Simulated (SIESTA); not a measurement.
Crystal: Na2Hf2O5.

```
Hf Na O
1.0
     3.94986    0.00000    0.00000
     0.00000    3.94986    0.00000
     0.00000    0.00000    7.94835
Hf Na O
2 2 5
Direct
  0.50000 0.50000 0.74836
  0.50000 0.50000 0.25164
  0.00000 0.00000 0.50000
  0.00000 0.00000 0.00000
  0.00000 0.50000 0.80052
  0.00000 0.50000 0.19948
  0.50000 0.50000 0.50000
  0.50000 0.00000 0.80052
  0.50000 0.00000 0.19948
```

The cell comes from a database or a generator and needn't be the stable form of this composition.

```yaml
Program: SIESTA 5.4.2
Task: single point
Functional: PBEsol
Potentials_or_basis: PseudoDojo 0.4 standard (PBEsol files)
Basis: DZP (energy shift 0.003 Ry; two zetas on semicore shells)
Grid_cutoff: 800 Ry
Energy_shift: 0.003 Ry
k_mesh: 7 × 7 × 4
Occupations: fermi-dirac, width 0.05 eV
Spin: no spin polarisation
```

On this cell: pressure 2.6 GPa; largest force 0.156 eV/Å; band gap on the k mesh 2.06 eV, indirect (least direct gap 2.50 eV).

The same run follows on a disturbed copy (atoms moved at random, drawn with an rms of 0.05 Å):

```
Hf Na O
1.0
     3.94986    0.00000    0.00000
     0.00000    3.94986    0.00000
     0.00000    0.00000    7.94835
Hf Na O
2 2 5
Direct
  0.50526 0.50665 0.75304
  0.50414 0.50638 0.24955
  0.99999 0.00405 0.50036
  0.00047 0.00862 0.98786
  0.99894 0.49630 0.80283
  0.98604 0.49574 0.20076
  0.49658 0.50222 0.49984
  0.50741 0.00493 0.79896
  0.50327 0.99959 0.19710
```

**Question.** What changes?

**Answer.** The energy moves by +12.5 meV/atom; pressure 2.8 GPa; largest force 1.451 eV/Å; band gap on the k mesh 1.91 eV, indirect (least direct gap 2.21 eV).

Forces on the atoms (eV/Å):
```
Hf  -0.420 -0.082 -1.381
Hf  -1.069 -0.330  0.628
Na   0.017  0.034 -0.084
Na   0.004 -0.071  0.349
O    0.523  0.157  0.288
O    1.404  0.017 -0.367
O    0.052  0.057  0.587
O   -0.162 -0.077  0.303
O   -0.349  0.289 -0.325
```

Stress tensor (GPa, compression positive):
```
 4.59 -0.04 -0.41
-0.04  4.14 -0.24
-0.41 -0.24 -0.44
```

Caveats: short orbitals over semicore shells can move pressures by several GPa; spin-orbit coupling is left out, which moves the levels of the heavy elements; an odd mesh through Γ misses points on the zone boundary, where band edges often lie; the basis of atomic orbitals isn't converged, which shifts pressures, moduli and gaps.
